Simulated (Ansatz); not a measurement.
# HS (SMILES [SH]) at UPBE/def2-TZVPPD

What is the electronic atomisation energy of HS at UPBE/def2-TZVPPD? 

The calculation is run with Ansatz 0.2.0.

10 further runs of the same task are left out: 10 set aside as unsound or not needed.

## (1) The system as given

The species is HS (2 atoms), meant as a doublet with charge 0. As SMILES, `[SH]`. The shape is that of a GFN2-xTB optimisation.

Bond lengths: S1–H2 1.330 Å.

## (2) A single-point energy at UPBE/def2-TZVPPD

molecule.yaml reads:

```yaml
crystal:
  periodic: [false, false, false]
  atoms:
    - {symbol: S, position_ang: [0.568010, -0.185670, 0.292090]}
    - {symbol: H, position_ang: [-0.568010, 0.185670, -0.292090]}
basis:
  gaussian: {orbitals: def2-TZVPPD.json}
total_charge: 0
magnetization: {spin_polarized: true, initial_magnetization: 1}
hamiltonian: {xc: pbe}
accuracy: high
output: {orbitals: {seedname: orbitals}}
```

The basis set def2-TZVPPD is read from a file made from the Basis Set Exchange's data (not shown).

Started as:

```console
$ ansatz run molecule.yaml --threads 1 --pin off --max-ram 2610MiB --events-out events.jsonl --progress --plain --runs-dir runs
```

What it wrote:

```text
Warning: RAYON_NUM_THREADS=1 ignored (pool sized by the plan → 1); use --threads N
Functional definition: PBE
  name "PBE"
  parameter kappa = 0.804
  parameter beta = 0.06672455060314922
  exchange = pbe_x(kappa = kappa, mu = beta*pi^2/3)
  correlation = pbe_c(beta = beta)
849 factors; integrals over basis functions are off by at most 3.5e-9 eV
mean field evaluation 1: about -10845.4359 eV, gradient 8.6e0 eV
mean field evaluation 2: about -10845.5860 eV, gradient 8.0e0 eV
mean field evaluation 4: about -10845.8912 eV, gradient 1.3e-1 eV
mean field evaluation 8: about -10845.8904 eV, gradient 3.3e-3 eV
mean field evaluation 16: about -10845.8904 eV, gradient 3.2e-7 eV
mean field evaluation 32: about -10845.8904 eV, gradient 4.7e-8 eV
mean field -10845.89039797 eV, -398.5791205168 hartree, gradient 4.7e-8 eV, S^2 0.753983; 1 other end points of the search recorded, 0 dependent functions left out
reference -10845.89040233 eV, -398.5791206771 hartree; 9, 8 occupied and 59, 60 virtual orbitals, 849 factors
Total energy: -10845.89040233 eV, -398.5791206771 hartree
```

It took 2.4 s on 1 thread of Intel Xeon Platinum 8375C at 2.90GHz (Ice Lake), shared host; peak memory 0.14 GiB.

## (3) The H atom

job.yaml reads:

```yaml
crystal:
  periodic: [false, false, false]
  atoms:
    - {symbol: H, position_ang: [0.000000, 0.000000, 0.000000]}
basis:
  gaussian:
    orbitals: def2-TZVPPD.json
magnetization:
  spin_polarized: true
  initial_magnetization: 1
hamiltonian:
  xc: pbe
accuracy: high
```

The basis set def2-TZVPPD is read from a file made from the Basis Set Exchange's data (not shown).

Run the same way, it converges to -0.49962 Eh (log not shown).

## (4) The S atom at the same level

in.yaml reads:

```yaml
crystal:
  periodic: [false, false, false]
  atoms:
    - {symbol: S, position_ang: [0.000000, 0.000000, 0.000000]}
basis:
  gaussian: {orbitals: def2-TZVPPD.json}
magnetization: {spin_polarized: true, initial_magnetization: 2}
hamiltonian: {xc: pbe}
accuracy: high
```

The basis set def2-TZVPPD is read from a file made from the Basis Set Exchange's data (not shown).

Run the same way, it converges to -397.93914 Eh (log not shown).

## (5) What came out

Level: UPBE/def2-TZVPPD.

```
                                    quantity          value
                      molecule: total energy  -398.57912 Eh
molecule: HOMO energy (highest over α and β)       -6.23 eV
 molecule: LUMO energy (lowest over α and β)       -5.80 eV
                              molecule: ⟨S²⟩          0.754
                        H atom: total energy    -0.49962 Eh
                                H atom: ⟨S²⟩          0.750
                        S atom: total energy  -397.93914 Eh
                                S atom: ⟨S²⟩          2.004
               electronic atomisation energy       3.820 eV
```

**Reading.** Taking the molecule apart into free atoms costs 3.82 eV (88 kcal/mol), before zero-point energy and without spin-orbit coupling.
